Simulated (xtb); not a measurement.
**doublet CH4FInS+ at GFN2-xTB (GBSA methanol, coordinate dihedral, coordinate atoms (7, 4, 3, 2), force constant 0.5 in the program's units, held value 174.2 degree)**

Wanted: a structure relaxation of doublet CH4FInS+. 

Program for the calculation: xtb 6.7.1.

## Step 1: The structure to begin with

CH4FInS+ has 8 atoms, charge +1, and is taken as a doublet. SMILES of the parent species: `FC[S][InH2]`. The shape comes from GFN2-xTB, which is rough for such elements, and wasn't checked as a minimum. This is one conformer, not always the lowest. That shape belongs to the parent species and isn't relaxed for this state. The run starts from this shape.

Bond lengths: F1–C2 1.393 Å, C2–S3 1.818 Å, S3–In4 2.451 Å, C2–H5 1.093 Å, C2–H6 1.091 Å, In4–H7 1.719 Å, In4–H8 1.718 Å. Angles: F1–C2–S3 110.5°, C2–S3–In4 88.5°, F1–C2–H5 106.6°, F1–C2–H6 107.5°, S3–C2–H5 111.3°, S3–C2–H6 109.1°, S3–In4–H7 117.5°, S3–In4–H8 121.7°, H5–C2–H6 111.7°, H7–In4–H8 120.8°.

## Step 2: A structure relaxation at GFN2-xTB (GBSA methanol, coordinate dihedral, coordinate atoms (7, 4, 3, 2), force constant 0.5 in the program's units, held value 174.2 degree)

File input.inp:

```
$constrain
   force constant=0.5
   dihedral: 7, 4, 3, 2, 174.2
$end
```

File mol.coord:

```
$coord
     -1.623803864368      1.904522680182      0.782233232028  f
      0.979785201096      2.291557487766      0.717037680728  c
      2.646882690980     -0.654090903517      1.301170923111  s
     -0.838301406145     -2.897328094276     -0.766189457230  in
      1.419203216855      3.044424375817     -1.155057299155  h
      1.444166498962      3.638346399526      2.208352846499  h
     -1.666171524083     -1.951539066162     -3.761103008581  h
     -2.361760813296     -5.375873982074      0.673555082600  h
$end
```

Started as:

```sh
xtb mol.coord --chrg 1 --uhf 1 -I input.inp -o sloppy --json --molden --gbsa methanol > xtb.out 2> xtb.err
```

**Question.** What will come out? Wanted: total energy at the end; HOMO energy; LUMO energy; dispersion energy; solvent term in the energy; mean polarisability.

**Answer.** As computed:

Level: GFN2-xTB (GBSA methanol, coordinate dihedral, coordinate atoms (7, 4, 3, 2), force constant 0.5 in the program's units, held value 174.2 degree).

| quantity | value |
| --- | --- |
| total energy at the end | -12.95061 Eh |
| HOMO energy (partly filled) | -12.25 eV |
| LUMO energy | -8.81 eV |
| dispersion energy | -9.74 kJ/mol |
| solvent term in the energy | -210.1 kJ/mol |
| mean polarisability (D4 model) | 68.3 bohr³ |

**Reading.** At the final geometry: Bond lengths: F1–C2 1.384 Å, C2–S3 1.790 Å, S3–In4 2.629 Å, C2–H5 1.095 Å, C2–H6 1.096 Å, In4–H7 1.759 Å, In4–H8 1.710 Å. Angles: F1–C2–S3 108.9°, C2–S3–In4 95.6°, F1–C2–H5 108.0°, F1–C2–H6 108.9°, S3–C2–H5 111.1°, S3–C2–H6 109.4°, S3–In4–H7 102.5°, S3–In4–H8 126.0°, H5–C2–H6 110.5°, H7–In4–H8 131.4°. Mulliken charges run from -0.14 on F1 to +0.32 on In4.
